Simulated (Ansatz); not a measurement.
# SiGeH₄ (triplet): wave-function methods side by side at distance Ge1–H5 along a hydrogen transfer = 1.648 Å, cc-pVDZ

An exercise on one series of results from a longer session: the logs are not shown, and one member is left open.

Program: Ansatz 0.2.0, Gaussian basis. Level of theory: cc-pVDZ, core rule «outside noble gas», up to 19 orbitals frozen. These are calculated values, not measurements.

The runs, in order: UHF; CCSD(T) on ROHF; CCSD(T) on UHF; BCCD(T) on ROHF; CISD; CCSDT(Q) on ROHF; CCSDT(Q) on UHF; CASSCF and MRCISD+Q, 4 electrons in 4 orbitals; CASSCF and NEVPT2, 4 electrons in 4 orbitals.

15 further runs of the same task are left out: 13 that didn't finish, 2 set aside as unsound or not needed.

**The system**

The geometry derives from fragments relaxed apart (PBE0/def2-TZVP) and kept rigid, so it is no stationary point. A hydrogen atom is moved between rigid fragments. No spin-orbit coupling is included. The filled d shell of Ge may be among the frozen orbitals whatever the setting's name suggests; the logs give the count.

6 atoms, charge 0, spin multiplicity 3.

Atoms are counted from 1 here; the program's logs count them from 0.

Bond lengths: Ge1–H2 1.534 Å, Ge1–H3 1.534 Å, Ge1–H4 1.534 Å, Ge1–H5 1.648 Å. Angles: H2–Ge1–H3 109.5°, H2–Ge1–H4 109.5°, H2–Ge1–H5 109.5°, H3–Ge1–H4 109.5°, H3–Ge1–H5 109.5°, H4–Ge1–H5 109.5°.

Set-up of the first run:

File in.yaml:

```yaml
crystal:
  periodic: [false, false, false]
  atoms:
    - {symbol: Ge, position_ang: [-1.012638, 0.000000, 0.000000]}
    - {symbol: H, position_ang: [-1.524088, 1.446599, 0.000000]}
    - {symbol: H, position_ang: [-1.524087, -0.723300, 1.252792]}
    - {symbol: H, position_ang: [-1.524088, -0.723299, -1.252792]}
    - {symbol: H, position_ang: [0.635362, 0.000000, 0.000000]}
    - {symbol: Si, position_ang: [2.760362, 0.000000, 0.000000]}
basis:
  gaussian: {orbitals: cc-pVDZ}
magnetization: {spin_polarized: true, initial_magnetization: 2}
hamiltonian: {xc: hf}
output: {orbitals: {seedname: orbitals}}
```

Run with:

```
$ ansatz run in.yaml --threads 1 --pin off --events-out ev --progress --plain --max-ram 2393MiB
```

Among the steps run: UHF; CCSD(T) on ROHF; CCSD(T) on UHF; BCCD(T) on ROHF; CISD; CCSDT(Q) on ROHF; CCSDT(Q) on UHF; CASSCF and MRCISD+Q, 4 electrons in 4 orbitals; CASSCF and NEVPT2, 4 electrons in 4 orbitals.

One table of the session follows, with a row left open; its other results are not shown here.

| method | from UCCSDT(Q) (kJ/mol) |
| --- | --- |
| ROHF | +578.9 |
| UHF | +567.9 |
| RMP2 | +140.1 |
| UMP2 | +140.0 |
| CISD | +64.9 |
| RCCSD | +14.8 |
| UCCSD | +14.5 |
| RCCSD(T) | +3.3 |
| UCCSD(T) | +3.3 |
| BCCD(T) | +3.3 |
| RCCSDT | +0.4 |
| UCCSDT | +0.4 |
| RCCSDT(Q) | 0.0 |
| UCCSDT(Q) | 0 |
| CASSCF pair | +539.9 |
| MRCISD pair | +57.5 |
| MRCISD+Q pair | ? |

Q: Estimate the row for MRCISD+Q pair from the others.

**Answer.** from UCCSDT(Q) (kJ/mol): +0.2. In the column «from UCCSDT(Q) (kJ/mol)» it lies between UCCSDT(Q) (0) and RCCSDT (+0.4).

Not comparable, so not listed: CASSCF and NEVPT2, 4 electrons in 4 orbitals (they don't share determinant, frozen orbitals or solution with the rows shown, or repeat one).

To keep in mind: Restricted and unrestricted rows rest on different reference determinants; where their highest levels disagree by more than a few hundredths of an eV, they describe different states and don't form one ladder. Warnings in the runs' records: passed over end.
